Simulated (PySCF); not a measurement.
# CuH6S6 ([Cu(SH)6]3-): the cost of one run

Computed with PySCF 2.14.0 and routines of our own; the level stands in each step. Atoms count from 0.

## 1. The starting structure

13 atoms, charge -3, states of the metal's open shell are computed; geometry from: model geometry, bond lengths from ionic radii.

## 2. Ligand-field states: state-averaged CASSCF in water

What the job is given:

```
{"job": {"kind": "lf", "basis": {"metal": "x2c-TZVPall", "ligand": "x2c-SVPall"}, "nevpt": true, "solvent": "water"}, "charge": -3, "metal": "Cu", "open_shell": "d8"}
Cu     0.000000     0.000000     0.000000
S      0.000000     0.000000     2.280000
H      1.320000     0.000000     2.530000
S      0.000000     0.000000    -2.280000
H     -1.320000     0.000000    -2.530000
S      2.280000     0.000000     0.000000
H      2.530000     1.320000     0.000000
S     -2.280000     0.000000     0.000000
H     -2.530000    -1.320000     0.000000
S      0.000000     2.280000     0.000000
H      0.000000     2.530000     1.320000
S     -0.000000    -2.280000     0.000000
H     -0.000000    -2.530000    -1.320000
```

Level: state-averaged CASSCF of the metal d shell, SC-NEVPT2 on the averaged canonical orbitals, state-interaction spin-orbit coupling.

Run with:

```console
$ OMP_NUM_THREADS=1 python lf_run.py task.json out
```

This one command runs all jobs of the session in turn.

Q: Estimate the wall time and peak memory of this first job on 1 thread of Arm Neoverse V2, shared host.

About 25 s, with a peak of 0.52 GiB.
